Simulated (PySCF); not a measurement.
**SnCl2 (SMILES [Cl][Sn][Cl]): MP2/def2-SVP (core potential)**

Aim: the vertical singlet–triplet gap of SnCl2 at MP2/def2-SVP (core potential), from 2 runs. Input form: a Python script.

Program for the calculation: PySCF 2.14.0.

## Step 1: The system as given

SnCl2 has 3 atoms, charge 0, and is taken as a singlet. SMILES: `[Cl][Sn][Cl]`. The shape comes from GFN2-xTB, which is rough for such elements, and wasn't checked as a minimum.

Bond lengths: Sn1–Cl2 2.378 Å, Sn1–Cl3 2.377 Å. Angles: Cl2–Sn1–Cl3 99.5°.

## Step 2: A single-point energy at MP2/def2-SVP (core potential)

Contents of job.py:

```python
from pyscf import gto, scf, mp

system = gto.M(
    atom=[
    ('Sn', (0.004910, -0.007160, -1.023740)),
    ('Cl', (1.812600, -0.019020, 0.521020)),
    ('Cl', (-1.817510, 0.026180, 0.502720)),
],
    verbose=3,
    max_memory=1860,
    charge=0,
    basis='def2-svp',
    ecp={'Sn': 'def2-svp'},
    spin=0,
)

mf = scf.RHF(system)
mf.conv_tol = 1e-10
mf.kernel()
if not mf.converged:
    mf = mf.newton().run(mf.mo_coeff, mf.mo_occ)

pt = mp.MP2(mf, frozen=14).run()
etot = pt.e_tot
print('E = %.10f Eh' % etot)
```

Run with:

```console
$ OMP_NUM_THREADS=1 python job.py
```

Standard output:

```text
converged SCF energy = -1132.16972467941
E(RMP2) = -1132.51518441153  E_corr = -0.34545973211709
E(SCS-RMP2) = -1132.50351385191  E_corr = -0.333789172500826
E = -1132.5151844115 Eh
```

It took 1.2 s on 1 thread of Arm Neoverse V1, shared host; peak memory 0.14 GiB.

## Step 3: The triplet, same level

Contents of run.py:

```python
from pyscf import gto, mp

molecule = gto.M(
    atom='Sn 0.004910 -0.007160 -1.023740; Cl 1.812600 -0.019020 0.521020; Cl -1.817510 0.026180 0.502720',
    basis='def2-svp',
    verbose=3,
    spin=2,
    charge=0,
    ecp={'Sn': 'def2-svp'},
    max_memory=1860,
)

mf = molecule.UHF()
mf.conv_tol = 1e-10
mf.kernel()
if not mf.converged:
    mf = mf.newton().run(mf.mo_coeff, mf.mo_occ)

pt = mp.MP2(mf, frozen=14).run()
energy = pt.e_tot
print('E(%s) = %.9f' % ('MP2', energy))
```

Run with:

```console
$ OMP_NUM_THREADS=1 python run.py
```

Standard output:

```text
WARN: HOMO -0.611667076668873 >= LUMO -0.758169414928152

WARN: HOMO -0.0296168031457071 >= LUMO -0.117590631159608

converged SCF energy = -1132.08672040254  <S^2> = 2.0134449  2S+1 = 3.0089499
E(UMP2) = -1132.4167091718  E_corr = -0.329988769264165
E(SCS-UMP2) = -1132.40223648761  E_corr = -0.315516085073018
E(MP2) = -1132.416709172
```

Run time: 1.6 s. Hardware: 1 thread of Arm Neoverse V1, shared host; peak memory 0.14 GiB.

## Step 4: Outcome

At MP2/def2-SVP (core potential), 14 core orbitals frozen:

| quantity | value |
| --- | --- |
| singlet: total energy | -1132.51518 Eh |
| singlet: dipole moment (Hartree–Fock density) | 3.55 D |
| singlet: HOMO energy (Hartree–Fock orbitals) | -10.12 eV |
| singlet: LUMO energy (Hartree–Fock orbitals) | -0.32 eV |
| singlet: HOMO–LUMO gap (Hartree–Fock orbitals) | 9.80 eV |
| singlet: correlation energy (14 core orbitals frozen) | -345.5 mEh |
| triplet: total energy | -1132.41671 Eh |
| triplet: dipole moment (Hartree–Fock density) | 3.74 D |
| triplet: HOMO energy (Hartree–Fock orbitals) (highest over α and β) | -7.89 eV |
| triplet: LUMO energy (Hartree–Fock orbitals) (lowest over α and β) | -2.29 eV |
| triplet: correlation energy (14 core orbitals frozen) | -330.0 mEh |
| triplet: ⟨S²⟩ of the reference determinant | 2.013 |
| vertical energy of the triplet above the singlet | 2.680 eV |

In words: At this shape the triplet lies 2.68 eV (259 kJ/mol) above the singlet. Mulliken charges (triplet) of the mean-field density run from -0.34 on Cl2 to +0.68 on Sn1; they depend strongly on the basis.
